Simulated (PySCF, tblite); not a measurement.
# C₅H₂ClFOS: geometry, infrared bands and NMR shifts

Wanted: the infrared bands and NMR shifts of C₅H₂ClFOS (`O=C(Cl)c1cc(F)cs1`), by calculation.

The runs use tblite 0.8.0 and PySCF 2.14.0, with density-fitted response routines of our own; the level of theory stands in each step. All values are computed, except where a source is named. Atoms count from 0, in the outputs and in this text.

### 1 The molecule as given

11 atoms, charge 0, multiplicity 1; geometry from: force field or distance geometry start.

Bonds of the start (Å): O0–C1 1.17, C1–Cl2 1.83, C1–C3 1.53, C3–C4 1.56, C4–C5 1.30, C5–F6 1.42, C5–C7 1.31, C7–S8 1.60, S8–C3 1.59, C4–H9 1.11, C7–H10 1.09.

### 2 Relaxing the molecule with GFN2-xTB

The job: settings as JSON, then the geometry in Å.

```
{"job": {"kind": "relax", "xc": "GFN2-xTB", "basis": "xTB"}, "charge": 0, "multiplicity": 1}
O      2.619000     0.810500    -0.089300
C      2.097500    -0.238300    -0.007100
Cl     3.273000    -1.633800     0.139600
C      0.682700    -0.830400     0.037200
C     -0.038500     0.549900    -0.032700
C     -1.331500     0.647300    -0.042500
F     -2.006500     1.892200    -0.110600
C     -2.022900    -0.460300     0.036600
S     -0.773500    -1.454200     0.091300
H      0.576800     1.473000    -0.099600
H     -3.070600    -0.753200     0.051100
```

Run with:

```
$ OMP_NUM_THREADS=1 python probes_run.py task.json out
```

The driver reads the jobs from task.json and runs them one after another.

**Question.** This job is followed by: GFN2-xTB harmonic vibrations, gas phase; GIAO PBE0/pcSseg-1 NMR shielding, non-relativistic, gas phase. What will the session give for the following? strongest single infrared mode (GFN2-xTB); zero-point energy (GFN2-xTB); 13C shifts against TMS (PBE0/pcSseg-1); 1H shifts against TMS (PBE0/pcSseg-1); 17O shifts against H2O (PBE0/pcSseg-1); 35Cl shifts against HCl (PBE0/pcSseg-1); 19F shifts against CFCl3 (PBE0/pcSseg-1); 33S shifts against CS2 (PBE0/pcSseg-1).

As calculated:

| quantity | value |
| --- | --- |
| strongest single infrared mode (GFN2-xTB) | 1793 cm⁻¹, 460 km/mol |
| zero-point energy (GFN2-xTB) | 35.8 kcal/mol |
| 13C shifts against TMS (PBE0/pcSseg-1) | 167.9, 166.3, 144.4, 131.0, 127.7 ppm |
| 1H shifts against TMS (PBE0/pcSseg-1) | 7.83, 7.15 ppm |
| 17O shifts against H2O (PBE0/pcSseg-1) | 546.4 ppm |
| 35Cl shifts against HCl (PBE0/pcSseg-1) | 428 ppm |
| 19F shifts against CFCl3 (PBE0/pcSseg-1) | -129.3 ppm |
| 33S shifts against CS2 (PBE0/pcSseg-1) | 217 ppm |

What this shows: Over 31 steps the energy fell by 4.795 eV; of the close pairs, C3–C4 changed most, 1.559 to 1.378 Å. No mode is imaginary among the 27: a minimum at this level. The strongest single mode, at 1793 cm⁻¹, moves mainly C1 and O0. Unscaled tight-binding wavenumbers are off by several per cent, some by more. Its intensities can rank the bands wrongly. NICS(1)zz of -24 ppm above the planar ring from C3 marks a diatropic (aromatic) ring current.
